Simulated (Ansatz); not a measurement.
# MgRh: a relaxation

Wanted: a converged relaxation for MgRh, and a check of what comes out. The structure is shown as the input types it.

Computed with Ansatz 0.2.0 (DFT, r2SCAN, PAW with Ansatz's default frozen-core files, scalar-relativistic; relaxation of cell and atoms, unless a step's input says otherwise).

## Step 1: The structure to begin with

The structure is cubic, space group Pm-3m (No. 221). The conventional cell has a = 3.099 Å, b = 3.099 Å, c = 3.099 Å, α = 90.00°, β = 90.00°, γ = 90.00°. Mg (site symmetry m-3m) has 8 Rh at 2.68 Å as nearest neighbours. Rh (site symmetry m-3m) is surrounded by 8 Mg at 2.68 Å.

As a file:

```cif
data_structure
_symmetry_space_group_name_H-M 'Pm-3m'
_symmetry_Int_Tables_number 221
_cell_length_a 3.0992
_cell_length_b 3.0992
_cell_length_c 3.0992
_cell_angle_alpha 90.000
_cell_angle_beta 90.000
_cell_angle_gamma 90.000
_cell_volume 29.77
loop_
_atom_site_label
_atom_site_type_symbol
_atom_site_symmetry_multiplicity
_atom_site_Wyckoff_symbol
_atom_site_fract_x
_atom_site_fract_y
_atom_site_fract_z
_atom_site_occupancy
Mg1 Mg 1 a 0.00000 0.00000 0.00000 1
Rh1 Rh 1 b 0.50000 0.50000 0.50000 1
```

## Step 2: Input and run

input.yaml reads:

```yaml
crystal:
  lattice:
    - [3.0992, 0.0, 0.0]
    - [0.0, 3.0992, 0.0]
    - [0.0, 0.0, 3.0992]
  atoms:
    - { symbol: Mg, position: [0.0, 0.0, 0.0] }
    - { symbol: Rh, position: [0.5, 0.5, 0.5] }
kpoints:
  mp_grid: { grid: [10, 10, 10] }
scf:
  occupations: { method: fermi_dirac, width: 0.1 }
  max_iter: 1
hamiltonian:
  xc: r2scan
  pseudopotentials: { kind: paw }
relax:
  f_tol: 0.002
  max_steps: 80
  cell: {}
output:
  forces: true
  stress: true
```

Started as:

```console
$ ansatz run input.yaml --threads 1 --pin off --max-ram 3072MiB --backend cpu --events-out ev --progress --plain --runs-dir out
```

Standard output:

```text
Engine: ansatz 0.2.0
Pseudopotentials: kind: paw
Pseudopotential: Mg, paw, valence charge 10, recommended cutoff 500 eV (meta_gga), Mg.paw.azcp
Pseudopotential: Rh, paw, valence charge 17, recommended cutoff 500 eV (meta_gga), Rh.paw.azcp
Functional definition: r2SCAN
  parameter k0 = 0.174
  parameter k1 = 0.065
  parameter a1 = 4.9479
  exchange = r2scan_x(k0 = k0, k1 = k1, a1 = a1)
  correlation = r2scan_c
Crystal: 2 atoms, lattice volume = 29.768 Å³
Basis set: ecut = 500 eV, 739 PW (Γ), exchange–correlation on 96×96×96 points (64 copies of the dense FFT grid, shifted against one another)
Bands: 18, of which v1, the nominal top of the filled ones, is band 14 counted from 1 (13 counted from 0)
Symmetry: 48 space group operations
Space group: Pm-3m (ITA 221), of the structure as read, at distance tolerance 3.1e-5 Å
k-points: 56 of 1000
Non-local potential: Mg, projectors of the file, l = 0: 3, l = 1: 2, l = 2: 1
Non-local potential: Rh, projectors of the file, l = 0: 3, l = 1: 2, l = 2: 2, l = 3: 1
PAW form: soft (Blöchl's): semilocal exchange-correlation on the pseudo side does not see the compensation charge
PAW frozen core: Mg, regenerated for the run's functional (the file was generated under x = pbe(κ = 0.804, μ = 0.2195149727645171), c = pbe(β = 0.06672455060314922))
PAW frozen core: Rh, regenerated for the run's functional (the file was generated under x = pbe(κ = 0.804, μ = 0.2195149727645171), c = pbe(β = 0.06672455060314922))
PAW one-centre angular grid: Mg, 302 points (default); XC on 224 Gauss nodes
PAW one-centre angular grid: Rh, 590 points (default); XC on 160 Gauss nodes
Initial density: superposition of atomic densities (neutral atoms: chi_scale 0, normalization atom), corrected by the library's trained network
Initial wavefunctions: pseudopotential atomic-orbital guess
Functional: x = r2scan, c = r2scan; τ floored in thin density (d = 2e-4 eV/Å³)
SCF iter   1: F=—  HF=-8342.597845 eV  |F-HF|=—  |Δ(HF+E_count)|=         —  Δρ=1.03e-2  dr2=1.88e-2  dr2_τ=1.51e-2  ethr=1.77e-3  ⟨swp⟩=1.0  Hψ=5719  notcnv=0
preconditioner: auto → none  [metal: Δε(μ)=0.119 eV  Ē_g=9.507 eV  σ=0.100 eV  W_gap=0.29  n_scr=6 (ndim 8)  ℏωp=22.6 eV  f_vac=0.000  D(μ)=1.16/eV (n_scr^D=6)  sad-step TF]
Error: did not converge after 1 iterations: dr2 = 1.88e-2 (threshold 1.00e-7), under the density mixer `msr1`, which `scf.mixing.algorithm: auto` chose by the deck's other keys (type `scf.mixing.algorithm: msr1` to keep it); raise `scf.max_iter`, which need not help a stalled SCF, or adjust the mixing (`scf.mixing`) or, under a smearing, its width (`scf.occupations.width`, in either direction: another width is another result); this SCF holds its density and magnetisation to the symmetry operations that it keeps, and cannot end on a state that breaks one of them: if the state sought breaks one, re-run with `crystal.symmetry.detect: false`, without `crystal.symmetry.time_reversal: true`, on a non-collinear deck whose state breaks time reversal, with `crystal.symmetry.time_reversal: false` beside it (there exact exchange or a DFT+U term alone can polarise the run; a magnetic state wants starting moments), where the deck allows it (that run may end on another state, and need not converge either); this run sums exchange and correlation on more points than the dense box has (`basis.xc_grid`), where a deck that converges on the dense box may not converge: try another level (where the key is left out runs that use forces, runs that use the stress, dielectric runs by a finite field, finite-displacement phonons, runs of phonons.displacement_patterns under a GGA or a meta-GGA, phonons by method: dfpt, dielectric runs by the response, runs on support functions, runs on PAW files under a meta-GGA or a hybrid on one, runs at kind: all_electron or under a hybrid on a GGA, runs under a text's formulas of a gradient, and runs on PAW files that evaluate rPW86 or Becke's exchange or LYP's correlation can take a finer level, which can go by the root key accuracy; a number is taken as typed), or, where it is served, `1`, the dense box, on which forces and the stress change with where the atoms sit on the grid; a lower level also moves a field's Born charges, by the response (dielectric, § Limitations, in the input reference) or by a finite field; under a meta-GGA, try another mixer (`scf.mixing.algorithm: anderson` or `broyden`); mind that the stability of the state on which such a run converges can go unchecked at the default of `scf.lower_state_search`; see `basis.xc_grid`, Limitations — the other mixer that `auto` picks from is left to try (`scf.mixing.algorithm: broyden`); it can need more iterations, either can converge an SCF that the other leaves open, and the two can end on different states; the input reference at `scf.mixing.algorithm` says more, and from which start to try it
```

It took 1.4 s on 1 thread of Arm Neoverse V2, shared host; peak memory 0.32 GiB.

## Step 3: Reading the log

After 1 cycle the loop was ended unconverged. The density residual dr2 stood at 0.0188 eV (threshold 1.0e-7). Nothing that it prints is a result.

The suspect setting: scf.max_iter is 1. The limit on iterations ended the loop before it was done.

The cure: delete scf.max_iter (the default then holds).

## Step 4: Second try

Edit input.yaml of step 2 so:

```diff
@@ -12,3 +12,2 @@
   occupations: { method: fermi_dirac, width: 0.1 }
-  max_iter: 1
 hamiltonian:
```

Started as:

```console
$ ansatz run input.yaml --threads 1 --pin off --max-ram 3072MiB --backend cpu --events-out ev --progress --plain --runs-dir out
```

The main lines of its log:

```text
[...]
Basis set: ecut = 500 eV, 739 PW (Γ), exchange–correlation on 96×96×96 points (64 copies of the dense FFT grid, shifted against one another)
[...]
k-points: 56 of 1000
[...]
SCF iter   1: F=—  HF=-8342.597061 eV  |F-HF|=—  |Δ(HF+E_count)|=         —  Δρ=1.03e-2  dr2=1.92e-2  dr2_τ=1.52e-2  ethr=1.77e-3  ⟨swp⟩=4.9  Hψ=4487  notcnv=0
preconditioner: auto → none  [metal: Δε(μ)=0.119 eV  Ē_g=9.507 eV  σ=0.100 eV  W_gap=0.29  n_scr=6 (ndim 8)  ℏωp=22.6 eV  f_vac=0.000  D(μ)=1.16/eV (n_scr^D=6)  sad-step TF]
SCF iter   2: F=—  HF=-8342.626812 eV  |F-HF|=—  |Δ(HF+E_count)|=   2.98e-2  Δρ=5.99e-3  dr2=7.53e-3  dr2_τ=3.65e-4  ethr=7.10e-5  ⟨swp⟩=2.0  Hψ=2404  notcnv=0  defer=4
[...]
relax step   1: F+E_penalty+E_count = -8342.62616438 eV  Δ(F+E_penalty+E_count) = +0.000e0 eV  max|allowed force component| = 4.158e-30 eV/Å  Δτ_max = 0.0000 Å  P = -0.907 GPa  Ω = 29.768 Å³  (8 SCF iters, dr2 threshold 1.00e-7 eV, accepted)
[...]
relax step   2: F+E_penalty+E_count = -8342.62683566 eV  Δ(F+E_penalty+E_count) = -6.713e-4 eV  max|allowed force component| = 1.466e-29 eV/Å  Δτ_max = 0.0000 Å  P = +0.166 GPa  Ω = 29.514 Å³  energy of the carried Pulay correction = +7.888e-5 eV  (6 SCF iters
[...]
relax step   3: F+E_penalty+E_count = -8342.62684343 eV  Δ(F+E_penalty+E_count) = -7.770e-6 eV  max|allowed force component| = 7.379e-30 eV/Å  Δτ_max = 0.0000 Å  P = -0.002 GPa  Ω = 29.553 Å³  energy of the carried Pulay correction = +6.670e-5 eV  (6 SCF iters
[...]
SCF iter   4: F=—  HF=-8342.626781 eV  |F-HF|=—  |Δ(HF+E_count)|=   1.23e-9  Δρ=8.09e-7  dr2=4.12e-11  dr2_τ=5.04e-11  ethr=4.11e-12  ⟨swp⟩=2.1  Hψ=1340  notcnv=0
SCF iter   5: F=-8342.626781 eV  HF=-8342.626781 eV  |F-HF|=0.00e0  |Δ(HF+E_count)|=  8.55e-11  Δρ=7.95e-8  dr2=3.50e-13  dr2_τ=3.08e-13  ethr=1.00e-12  ⟨swp⟩=5.0  Hψ=4256  notcnv=0
[...]
relax step   4: F+E_penalty+E_count = -8342.62678141 eV  Δ(F+E_penalty+E_count) = +6.202e-5 eV  max|allowed force component| = 1.681e-29 eV/Å  Δτ_max = 0.0000 Å  P = -0.002 GPa  Ω = 29.553 Å³  stress off target by 2.20e-3 GPa  SCF on the basis re-selected at t
[...]
SCF converged after 5 iterations
Free energy (F): -8342.626781 eV
[...]
E sigma→0 (E₀):  -8342.607580 eV
[...]
Fermi energy:    13.924337 eV
[...]
  P = ⅓ Tr σ = -0.0022 GPa (-0.022 kbar)
--- Relaxed structure (3 steps of the walk, 3 accepted, 1 SCFs on fresh bases) ---
[...]
```

Run time: 11 s. Hardware: 1 thread of Arm Neoverse V2, shared host; peak memory 0.37 GiB.

Both runs on one scale. The quantity is the density residual dr2, in eV.

```csv
cycle,first try,second try
1,0.0188,0.0192
2,-,0.00753
3,-,0.00411
4,-,0.00171
5,-,3.2e-4
6,-,3.8e-5
7,-,1.2e-6
8,-,1.5e-8
```

## Step 5: Outcome

```
                           quantity                        value
                          first try                not converged
                              cause  too low a cap on iterations
                         second try                    converged
energy (zero set by the potentials)                -8342.6268 eV
                           pressure                     0.00 GPa
                    gap on the mesh    none (metal on this mesh)
                      largest force                   0.000 eV/Å
```

The mended input goes through.
